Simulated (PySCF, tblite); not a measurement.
# C₅H₄F₂O+ (doublet): geometry, infrared bands and EPR parameters

What infrared bands and EPR parameters should C₅H₄F₂O+ (doublet) (`FC(F)[C+]1[CH]C=CO1`) show?

Computed with tblite 0.8.0 and PySCF 2.14.0, with density-fitted response routines of our own, on a single molecule in the gas phase. Atoms are numbered from 0 throughout.

## Step 1: The starting structure

12 atoms, charge 1, multiplicity 2; geometry from: force field or distance geometry start.

Bonds of the start (Å): F0–C1 1.39, C1–F2 1.39, C1–C3 1.50, C3–C4 1.49, C4–C5 1.48, C5–C6 1.32, C6–O7 1.38, O7–C3 1.40, C1–H8 1.09, C4–H9 1.12, C5–H10 1.10, C6–H11 1.10.

## Step 2: Geometry optimisation with GFN2-xTB

Job settings and geometry (Å):

```
{"job": {"kind": "relax", "xc": "GFN2-xTB", "basis": "xTB"}, "charge": 1, "multiplicity": 2}
F     -2.517200     0.540900     1.035900
C     -1.961400    -0.175400    -0.024200
F     -2.449600    -1.475100     0.102200
C     -0.463400    -0.157000     0.039200
C      0.337400     1.093300    -0.002700
C      1.716200     0.552200     0.085400
C      1.707900    -0.764700     0.179900
O      0.410800    -1.246500     0.168000
H     -2.216900     0.241100    -1.001800
H      0.170700     1.654300    -0.961000
H      2.656300     1.122300     0.084500
H      2.610400    -1.386100     0.268600
```

Run with:

```sh
$ OMP_NUM_THREADS=1 python probes_run.py task.json out
```

The driver reads the jobs from task.json and runs them one after another.

The log of the run:

```text
step      E/eV     max force
  0    -698.04119    4.616
  1    -698.73574    2.858
  2    -699.00146    1.425
  3    -699.19214    1.490
  4    -699.36511    1.250
  5    -699.45358    1.002
  6    -699.55341    0.819
  7    -699.61575    0.680
  8    -699.65218    0.473
  9    -699.68021    0.471
 10    -699.70127    0.505
 11    -699.72267    0.438
 12    -699.74062    0.367
 13    -699.75513    0.314
 14    -699.76816    0.321
 15    -699.78072    0.292
 16    -699.78859    0.252
 17    -699.79376    0.170
 18    -699.79738    0.213
 19    -699.79967    0.105
 20    -699.80114    0.097
 21    -699.80229    0.103
 22    -699.80368    0.151
 23    -699.80533    0.152
 24    -699.80693    0.123
 25    -699.80843    0.122
 26    -699.81023    0.124
 27    -699.81275    0.181
 28    -699.81569    0.164
 29    -699.81835    0.139
 30    -699.82068    0.160
 31    -699.82347    0.194
 32    -699.82730    0.269
 33    -699.83126    0.243
 34    -699.83411    0.119
 35    -699.83580    0.103
 36    -699.83714    0.127
 37    -699.83880    0.166
 38    -699.84059    0.184
 39    -699.84231    0.147
 40    -699.84449    0.118
 41    -699.84793    0.169
 42    -699.85073    0.231
 43    -699.85396    0.174
 44    -699.85630    0.190
 45    -699.85878    0.217
 46    -699.85779    0.413
 47    -699.86374    0.172
 48    -699.86615    0.149
 49    -699.87082    0.108
 50    -699.87257    0.111
 51    -699.87438    0.135
 52    -699.87544    0.070
 53    -699.87597    0.050
 54    -699.87630    0.041
 55    -699.87674    0.047
 56    -699.87712    0.060
 57    -699.87759    0.077
 58    -699.87818    0.092
 59    -699.87883    0.083
 60    -699.87937    0.049
 61    -699.87961    0.049
 62    -699.87988    0.058
 63    -699.88006    0.049
 64    -699.88038    0.032
 65    -699.88046    0.029
 66    -699.88061    0.030
 67    -699.88072    0.029
 68    -699.88085    0.024
 69    -699.88094    0.019
 70    -699.88101    0.016
 71    -699.88105    0.018
 72    -699.88109    0.018
 73    -699.88115    0.018
 74    -699.88121    0.016
 75    -699.88124    0.011
 76    -699.88125    0.007
```

It took 0.5 s on 1 thread of Intel Xeon at 2.70GHz, shared host.

Step by step: (not every step is listed)

| step | energy from step 0 (eV) | largest force (eV/Å) |
| --- | --- | --- |
| 0 | 0.0000 | 4.6160 |
| 1 | -0.6945 | 2.8576 |
| 2 | -0.9603 | 1.4254 |
| 3 | -1.1509 | 1.4901 |
| 4 | -1.3239 | 1.2495 |
| 5 | -1.4124 | 1.0019 |
| 6 | -1.5122 | 0.8191 |
| 7 | -1.5746 | 0.6800 |
| 8 | -1.6110 | 0.4730 |
| 14 | -1.7270 | 0.3206 |
| 20 | -1.7600 | 0.0972 |
| 26 | -1.7690 | 0.1241 |
| 32 | -1.7861 | 0.2686 |
| 38 | -1.7994 | 0.1842 |
| 44 | -1.8151 | 0.1902 |
| 50 | -1.8314 | 0.1108 |
| 56 | -1.8359 | 0.0600 |
| 62 | -1.8387 | 0.0577 |
| 68 | -1.8397 | 0.0238 |
| 71 | -1.8399 | 0.0184 |
| 72 | -1.8399 | 0.0177 |
| 73 | -1.8400 | 0.0182 |
| 74 | -1.8400 | 0.0164 |
| 75 | -1.8401 | 0.0110 |
| 76 | -1.8401 | 0.0067 |

Close pairs (by a distance rule), those that changed most:

| bond | before (Å) | after (Å) | change (Å) |
| --- | --- | --- | --- |
| C4–C5 | 1.484 | 1.386 | -0.098 |
| C5–C6 | 1.320 | 1.409 | +0.089 |
| C3–C4 | 1.485 | 1.406 | -0.079 |
| C6–O7 | 1.384 | 1.319 | -0.064 |
| F0–C1 | 1.395 | 1.332 | -0.063 |
| C1–F2 | 1.394 | 1.332 | -0.063 |
| C3–O7 | 1.403 | 1.346 | -0.057 |
| C4–H9 | 1.123 | 1.075 | -0.048 |

The final coordinates are the input of the step that follows.

## Step 3: Infrared spectrum with GFN2-xTB

Job settings and geometry (Å):

```
{"job": {"kind": "ir", "xc": "GFN2-xTB", "basis": "xTB"}, "charge": 1, "multiplicity": 2}
F     -2.489810     0.884439     0.274315
C     -1.872693    -0.255096    -0.034107
F     -2.327003    -1.232123     0.748207
C     -0.387768    -0.112719    -0.025700
C      0.415388     1.040982    -0.051488
C      1.721491     0.583816     0.023954
C      1.638871    -0.822603     0.040376
O      0.380975    -1.217569    -0.007745
H     -2.172563    -0.519037    -1.090058
H      0.064451     2.056360    -0.072502
H      2.620210     1.170245     0.073276
H      2.409650    -1.577381     0.095445
```

The log of the run:

```text
mode    cm-1     km/mol
  1      53.1      2.58
  2     138.5      0.62
  3     159.7      2.64
  4     343.1      1.52
  5     437.1      4.86
  6     479.6      2.12
  7     514.3     41.92
  8     573.5      1.30
  9     707.8     28.74
 10     780.3     30.09
 11     798.2     28.01
 12     849.5     15.84
 13     867.2      4.42
 14     897.0     59.07
 15    1012.1     37.66
 16    1034.0     32.53
 17    1045.3     47.13
 18    1092.7     52.38
 19    1098.1     78.00
 20    1108.2     47.95
 21    1124.8     73.51
 22    1147.1      8.90
 23    1248.0     81.89
 24    1312.9    191.97
 25    1376.7     17.29
 26    1423.7      0.86
 27    2584.5    193.79
 28    3091.0    111.86
 29    3148.0     39.14
 30    3161.5     82.61
```

It took 0.37 s on 1 thread of Intel Xeon at 2.70GHz, shared host.

Which atoms move in the most intense modes:

| cm⁻¹ | km/mol | atoms |
| --- | --- | --- |
| 897 | 59.1 | O7 34 %, C4 20 % |
| 1098 | 78.0 | C1 30 %, H11 24 %, H9 13 % |
| 1125 | 73.5 | C1 35 %, H8 28 %, F0 14 % |
| 1248 | 81.9 | C3 20 %, C6 18 %, O7 15 %, C4 15 % |
| 1313 | 192.0 | C5 37 %, C6 33 % |
| 2584 | 193.8 | H8 94 % |
| 3091 | 111.9 | H11 91 % |
| 3162 | 82.6 | H10 53 %, H9 38 % |

## Step 4: EPR parameters: B3LYP/pcH-1

Settings changed since step 3:

```diff
@@ -1,2 +1,2 @@
-{"job": {"kind": "ir", "xc": "GFN2-xTB", "basis": "xTB"}, "charge": 1, "multiplicity": 2}
+{"job": {"kind": "epr", "basis": "pcH-1"}, "charge": 1, "multiplicity": 2}
 F     -2.489810     0.884439     0.274315
```

Method: UKS B3LYP, pcH-1 on C F H O, non-relativistic, mean-field spin-orbit, GIAO.

The log of the run:

```text
UKS, coarse grid
  cycle   1  E = -467.36074642  |g| = 6.32e-01
  cycle   2  E = -467.12012899  |g| = 1.08e+00
  cycle   3  E = -467.49877601  |g| = 8.54e-02
  cycle   4  E = -467.49994554  |g| = 6.33e-02
  cycle   5  E = -467.50184900  |g| = 1.74e-02
  cycle   6  E = -467.50199999  |g| = 5.37e-03
  cycle   7  E = -467.50201926  |g| = 2.26e-03
  cycle   8  E = -467.50202289  |g| = 1.24e-03
  cycle   9  E = -467.50202397  |g| = 5.55e-04
UKS, final grid
  cycle   1  E = -467.50203013  |g| = 1.03e-03
  cycle   2  E = -467.50202903  |g| = 2.02e-03
  cycle   3  E = -467.50203051  |g| = 7.02e-05
  cycle   4  E = -467.50203051  |g| = 2.19e-05
E = -467.50203051 Eh   <S^2> = 0.7598 (exact 0.7500)
g shifts (ppm)      1          2          3
  rmc          -144       -144       -144
  gc             30          9         30
  oz_so        -450        -95        396
  total        -564       -230        281
hyperfine (MHz)  atom isotope    a_iso     a_fc   dipolar eigenvalues
    0   19F      16.45      16.45    -13.81    -10.18     23.99
    1   13C     -14.13     -14.13     -2.04     -0.86      2.90
    2   19F      30.60      30.60    -25.78    -22.06     47.83
    3   13C      50.81      50.81    -44.79    -43.22     88.01
    4   13C      -9.53      -9.53     -5.83     -3.80      9.63
    5   13C      -5.29      -5.29     -9.24     -7.14     16.39
    6   13C      45.29      45.29    -44.35    -42.45     86.79
    7   17O       4.75       4.75     -4.86     -4.14      9.01
    8    1H     100.39     100.39     -5.16     -0.07      5.23
    9    1H      -6.08      -6.08     -5.10     -3.34      8.44
   10    1H      -8.91      -8.91     -6.62     -3.25      9.87
   11    1H     -39.49     -39.49    -20.08     -3.27     23.35
```

Run time: 65 s. Hardware: 1 thread of Intel Xeon at 2.70GHz, shared host; peak memory 0.86 GiB.

Principal g values 2.00176, 2.00209, 2.00260; g(iso) = 2.00215, against 2.00232 for a free electron.

Mean a(iso) over the nuclei that a row names, and the largest dipolar term of the row (other rows stand at the frozen geometry):

| nuclei | isotope | a(iso) (MHz) | a(iso) (G, at g = 2.0023) | largest dipolar term (MHz) |
| --- | --- | --- | --- | --- |
| H8 | 1H | 100.4 | 35.8 | 5.2 |
| C3 | 13C | 50.8 | 18.1 | 88.0 |
| C6 | 13C | 45.3 | 16.2 | 86.8 |
| H11 | 1H | -39.5 | -14.1 | 23.3 |
| F0, F2 | 19F | 23.5 | 8.4 | 47.8 |
| C1 | 13C | -14.1 | -5.0 | 2.9 |
| C4 | 13C | -9.5 | -3.4 | 9.6 |
| H10 | 1H | -8.9 | -3.2 | 9.9 |
| H9 | 1H | -6.1 | -2.2 | 8.4 |
| C5 | 13C | -5.3 | -1.9 | 16.4 |
| O7 | 17O | 4.7 | 1.7 | 9.0 |

Mulliken spin populations:

| atom | value (e) |
| --- | --- |
| F0 | 0.00 |
| C1 | -0.02 |
| F2 | 0.01 |
| C3 | 0.48 |
| C4 | 0.03 |
| C5 | 0.07 |
| C6 | 0.49 |
| O7 | -0.06 |
| H8 | 0.04 |
| H9 | 0.00 |
| H10 | 0.00 |
| H11 | -0.02 |

In first order the couplings over 0.8 MHz of 1H, 19F give 48 distinct lines over 72.1 G, if the averaged nuclei exchange fast.

Orbitals, density, ELF and potential are computed afterwards from the orbital file.

ELF in a plane through or near 10 of the atoms.

Ten even steps from ' ' (0.00) to '@' (1.00):
```
                                                        
                                                        
                                                        
                        ++##**::                        
                      ==@@@@@@%%                        
          --++--    ..**@@@@@@@@    ::--::..            
        **@@@@@@**..::++@@@@@@**    ++####++::..        
      ..@@@@@@@@@@**%%##--::**::  ..####**%%**--        
      ..%%@@@@@@%%..##%%::++%%++....++####%%**--        
        --**%%##==++==++==%%**--%%##--****--....        
              --##@@##--..++::--@@%%--..--..            
            ..==++::::****%%%%==++====**++--..          
          ::%%@@@@==--%%====##--    --******--..        
        --%%@@@@@@@@----%%@@@@++    --****++::..        
        ..%%@@@@@@%%    **%%%%==    ::----::            
            **%%%%::    ..::::                          
                                                        
                                                        
                                                        
                                                        
```
The map spans 10.6 Å across and 9.3 Å up, centred on the molecule. Atoms in the plane (x, y in Å): F0 (2.4, 1.0), C1 (1.9, -0.2), C3 (0.4, -0.1), C4 (-0.5, 1.0), C5 (-1.8, 0.5), C6 (-1.6, -0.9), O7 (-0.3, -1.2), H9 (-0.2, 2.1), H10 (-2.7, 1.0), H11 (-2.3, -1.7).

On the surface of density 0.002 e/bohr³ the electrostatic potential runs, from the 1st to the 99th percentile, from 2.71 V near F2 to 6.42 V near C3.

The spin density lies nearest to C3, C6 about 34 % each; C5 8 %; C4 6 %.

## Step 5: Summary of results

| quantity | value |
| --- | --- |
| strongest single infrared mode (GFN2-xTB) | 2584 cm⁻¹, 194 km/mol |
| zero-point energy (GFN2-xTB) | 48.0 kcal/mol |
| g(iso) (B3LYP) | 2.00215 |
| ⟨S²⟩ | 0.760 (exact 0.75) |
| largest a(iso) (averaged by class) | 1H on H8, 100.4 MHz |

Relaxing lowered the energy by 1.840 eV in 76 steps; the close pair that moved most is C4–C5, from 1.484 to 1.386 Å. All 30 modes are real, so the xTB geometry is a minimum. The strongest single mode, at 2584 cm⁻¹, moves mainly H8. GFN2-xTB is a fitted tight-binding method: band positions and strengths are rough. Its intensities can rank the bands wrongly. The largest spin populations lie on C6 (0.49 e), C3 (0.48 e). The isotropic g lies 0.2 ppt below the free-electron value.
